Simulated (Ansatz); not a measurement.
# CH6O2SiZn: ionisation energy by level of theory

The task here is to estimate one member of a computed series from the others.

The runs use Ansatz 0.2.0, Gaussian basis; unrestricted cation, the program's frozen cores in correlated methods.

The runs, in order: UKS PBE-D4/def2-TZVPP; UKS r2SCAN-D4/def2-TZVPP; UKS PBE0-D4/def2-TZVPP; UKS B3LYP-D4/def2-TZVPP; UKS wB97X-V/def2-TZVPP; UKS wB97M-V/def2-TZVPP; UKS B2PLYP (frozen core with 3s3p of Cu, Zn)/def2-TZVPP; UHF-CCSD(T) with 3s3p of Cu, Zn/def2-TZVPP; UHF-MP2 with 3s3p of Cu, Zn/def2-QZVPP; extrapolation to the limit; then −ε(HOMO) from the neutral's earlier runs with LDA (SPW92), PBE-D4, revPBE-D4, BLYP-D4, r2SCAN-D4, B97M-V, PBE0-D4, B3LYP-D4, r2SCANh-D4, r2SCAN0-D4, HSE06-D4, BHLYP-D4, CAM-B3LYP-D4, LC-ωPBE, ωB97X-V, ωB97M-V.

### Structure used throughout

All runs share one geometry, relaxed beforehand with PBE0-D4 in a triple-zeta def2 set.

SMILES `C[O][Zn][O][SiH3]`, 11 atoms, charge 0, spin multiplicity 1.

Atoms are counted from 1 here; the program's logs count them from 0.

Bond lengths: C1–O2 1.402 Å, C1–H6 1.098 Å, C1–H7 1.098 Å, C1–H8 1.095 Å, O2–Zn3 1.759 Å, Zn3–O4 1.755 Å, O4–Si5 1.623 Å, Si5–H9 1.487 Å, Si5–H10 1.491 Å, Si5–H11 1.493 Å. Angles: O2–C1–H6 112.8°, O2–C1–H7 112.8°, O2–C1–H8 108.2°, H6–C1–H7 107.9°, H6–C1–H8 107.4°, H7–C1–H8 107.4°, C1–O2–Zn3 125.8°, O2–Zn3–O4 173.5°, Zn3–O4–Si5 142.7°, O4–Si5–H9 109.3°, O4–Si5–H10 111.3°, O4–Si5–H11 111.7°, H9–Si5–H10 108.5°, H9–Si5–H11 108.5°, H10–Si5–H11 107.4°.

Geometry (Å):

```
C    -0.5640    2.4326   -1.4453
O    -1.3156    1.5361   -0.6722
Zn   -0.6702    0.2019    0.2755
O    -0.2024   -1.1354    1.3111
Si    0.7368   -2.4580    1.3677
H    -0.0128    1.9367   -2.2550
H     0.1573    3.0073   -0.8496
H    -1.2524    3.1480   -1.9070
H     0.3097   -3.3167    2.5041
H     2.1706   -2.0963    1.5608
H     0.6431   -3.2562    0.1100
```

The first run:

Contents of in.yaml:

```yaml
crystal:
  periodic: [false, false, false]
  atoms:
    - {symbol: C, position_ang: [-0.563988, 2.432564, -1.445328]}
    - {symbol: O, position_ang: [-1.315641, 1.536128, -0.672177]}
    - {symbol: Zn, position_ang: [-0.670239, 0.201921, 0.275455]}
    - {symbol: O, position_ang: [-0.202449, -1.135447, 1.311071]}
    - {symbol: Si, position_ang: [0.736776, -2.458002, 1.367712]}
    - {symbol: H, position_ang: [-0.012793, 1.936732, -2.255018]}
    - {symbol: H, position_ang: [0.157321, 3.007268, -0.849588]}
    - {symbol: H, position_ang: [-1.252435, 3.147965, -1.906980]}
    - {symbol: H, position_ang: [0.309733, -3.316665, 2.504119]}
    - {symbol: H, position_ang: [2.170623, -2.096284, 1.560769]}
    - {symbol: H, position_ang: [0.643101, -3.256180, 0.109965]}
basis:
  gaussian: {orbitals: def2-TZVPP}
total_charge: 1
magnetization: {spin_polarized: true, initial_magnetization: 1}
hamiltonian: {xc: pbe, dispersion: d4}
```

Run with:

```sh
ansatz run in.yaml --threads 2 --pin off --events-out ev --progress --plain --max-ram 22528MiB --backend cuda --devices 0, --max-vram 18GiB
```

Steps of the session up to this table: Cation, UKS PBE-D4/def2-TZVPP; Cation, UKS r2SCAN-D4/def2-TZVPP; Cation, UKS PBE0-D4/def2-TZVPP; Cation, UKS B3LYP-D4/def2-TZVPP; Cation, UKS wB97X-V/def2-TZVPP; Cation, UKS wB97M-V/def2-TZVPP; Cation, UKS B2PLYP (frozen core with 3s3p of Cu, Zn)/def2-TZVPP; Cation, UHF-CCSD(T) with 3s3p of Cu, Zn/def2-TZVPP; Cation, UHF-MP2 with 3s3p of Cu, Zn/def2-QZVPP.

One table of the session follows, with a row left open; its other results are not shown here.

For comparison, −ε(HOMO) of the neutral from earlier runs:

| functional | −ε(HOMO) (eV) |
| --- | --- |
| LDA (SPW92) | 6.35 |
| PBE-D4 | 6.17 |
| revPBE-D4 | 6.10 |
| BLYP-D4 | ? |
| r2SCAN-D4 | 6.45 |
| B97M-V | 6.58 |
| PBE0-D4 | 7.67 |
| B3LYP-D4 | 7.45 |
| r2SCANh-D4 | 7.02 |
| r2SCAN0-D4 | 7.88 |
| HSE06-D4 | 7.26 |
| BHLYP-D4 | 9.15 |
| CAM-B3LYP-D4 | 9.14 |
| LC-ωPBE | 10.45 |
| ωB97X-V | 10.13 |
| ωB97M-V | 10.08 |

**Question.** Estimate the row for BLYP-D4.

Worked estimate for «−ε(HOMO) (eV)». Against the share of exact exchange, B3LYP-D4 (0.2, 7.45), BHLYP-D4 (0.5, 9.15) give a slope of 5.67 per unit share; at 0 the line stands at 6.32.

As computed: −ε(HOMO) (eV): 6.09. In «−ε(HOMO) (eV)» the line misses by +0.23.
